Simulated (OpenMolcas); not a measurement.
**Cr²⁺ among point charges: CASSCF levels and susceptibility**

How does a field of 5 point charges split the states of Cr²⁺, and what χT follows?

Program: OpenMolcas 26.06. Level of theory: state-averaged CASSCF, spin-orbit coupling by RASSI with atomic mean-field integrals. These are calculated values, not measurements, unless marked.

1 further run of the same task is left out (set aside as unsound or not needed).

## (1) The atom as given

| Quantity | Value |
| --- | --- |
| Species | Cr²⁺ (chromium, Z = 24, 22 electrons) |
| Basis | ANO-RCC-VDZP [5s4p2d1f], 34 functions |
| Scalar Hamiltonian | DKH2, point nucleus |
| Inactive shells | 1s 2s 2p 3s 3p |
| Active space | 4 electrons in 5 orbitals (3d) |
| Some configurations of this space | 3d⁴ |
| Orbitals | optimised for each spin and parity, averaged over all roots |

Outer shells as boxes (Hund's rule):

3d4
```
3d [↑ ][↑ ][↑ ][↑ ][  ]
```

The ion sits among 5 point charges of -1.5 e arranged as a square pyramid (C4v), 1.99 Å from the ion, with the axial distance 2.288 Å.

The work runs as a chain of OpenMolcas steps in one folder; each step below is one input file. Labels, J, g values, rates, χT and fits are worked out afterwards by a script from the matrices that RASSI stores.

## (2) One- and two-electron integrals

Input file a.inp:

```
&GATEWAY
Coord
1

Cr 0.0 0.0 0.0
Basis=ANO-RCC-VDZP
Group=NoSym
NoMove
AngMom=0.0 0.0 0.0
AMFI
XField
5 Angstrom 0
1.990000 0.000000 0.000000 -1.500000
0.000000 1.990000 0.000000 -1.500000
-1.990000 0.000000 0.000000 -1.500000
0.000000 -1.990000 0.000000 -1.500000
0.000000 0.000000 2.288500 -1.500000
&SEWARD
```

## (3) Reference wave functions, quintets, 5 roots

Input file a.inp:

```
&RASSCF
FileOrb=start.orb
Symmetry=1
Spin=5
nActEl=4 0 0
Inactive=9
Ras2=5
CIRoot=5 5 1
SDav=5
CIMx=300
Iter=120 100
PrWF=0.3
OrbListing=Nothing
MaxOrb=0
>>> COPY $Project.JobIph JOB001
```

start.orb holds the contracted functions of the basis, ordered by shell, or the orbitals of the step before.

## (4) Reference wave functions, triplets, 45 roots

Input file a.inp:

```
&RASSCF
FileOrb=start.orb
Symmetry=1
Spin=3
nActEl=4 0 0
Inactive=9
Ras2=5
CIRoot=45 45 1
SDav=45
CIMx=300
Iter=120 100
PrWF=0.3
OrbListing=Nothing
MaxOrb=0
>>> COPY $Project.JobIph JOB002
```

## (5) Reference wave functions, singlets, 50 roots

Input file a.inp:

```
&RASSCF
FileOrb=start.orb
Symmetry=1
Spin=1
nActEl=4 0 0
Inactive=9
Ras2=5
CIRoot=50 50 1
SDav=50
CIMx=300
Iter=120 100
PrWF=0.3
OrbListing=Nothing
MaxOrb=0
>>> COPY $Project.JobIph JOB003
```

## (6) State interaction with spin-orbit coupling

Input file a.inp:

```
&RASSI
NrOfJobIphs=3 5 45 50
1 2 3 4 5
1 2 3 4 5 6 7 8 9 10 11 12 13 14 15 16 17 18 19 20 21 22 23 24 25 26 27
28 29 30 31 32 33 34 35 36 37 38 39 40 41 42 43 44 45
1 2 3 4 5 6 7 8 9 10 11 12 13 14 15 16 17 18 19 20 21 22 23 24 25 26 27
28 29 30 31 32 33 34 35 36 37 38 39 40 41 42 43 44 45 46 47 48 49 50
IphNames
JOB001
JOB002
JOB003
EJob
SpinOrbit
DIPRint=1.0
SOCoupling=1000.0
Subsets=2
Property=9
'ANGMOM' 1 'ANGMOM' 2 'ANGMOM' 3 'MLTPL  1' 1 'MLTPL  1' 2 'MLTPL  1' 3
'AMFI' 1 'AMFI' 2 'AMFI' 3
SOProperty=3
'ANGMOM' 1 'ANGMOM' 2 'ANGMOM' 3
```

Before running it: what results should come out? Wanted: spin-free ground state; first state of the same spin within the active space; lowest level; next level.

**Answer**, as computed:

| quantity | value |
| --- | --- |
| method | CASSCF |
| spin-free ground state | quintet, 1-fold in its orbital part |
| first state of the same spin within the active space | quintet at 4370 cm⁻¹ |
| lowest level | 2-fold, g = 0.00, 0.00, 7.51 |
| next level | 13.1 cm⁻¹ |
| χT at 300 K | 2.91 cm³ K/mol |
| effective moment at 300 K | 4.83 μB |

In words: The spin-free ground state (quintet) comes to 100 % from free-ion D terms and keeps the highest spin of the shell. χT at 300 K is 2.91, against 3.01 cm³ K/mol for the spin alone; near agreement at one temperature doesn't show that the orbital moment is quenched. An active space of the d shell alone favours high spin; real ions in strong fields can be low spin. The field of point charges can differ much from that of real complexes. With metal d orbitals alone active, the gaps between spin states are rough; where two lie within a few thousand cm-1, their order is open. This is an electrostatic model: the charges have no orbitals.
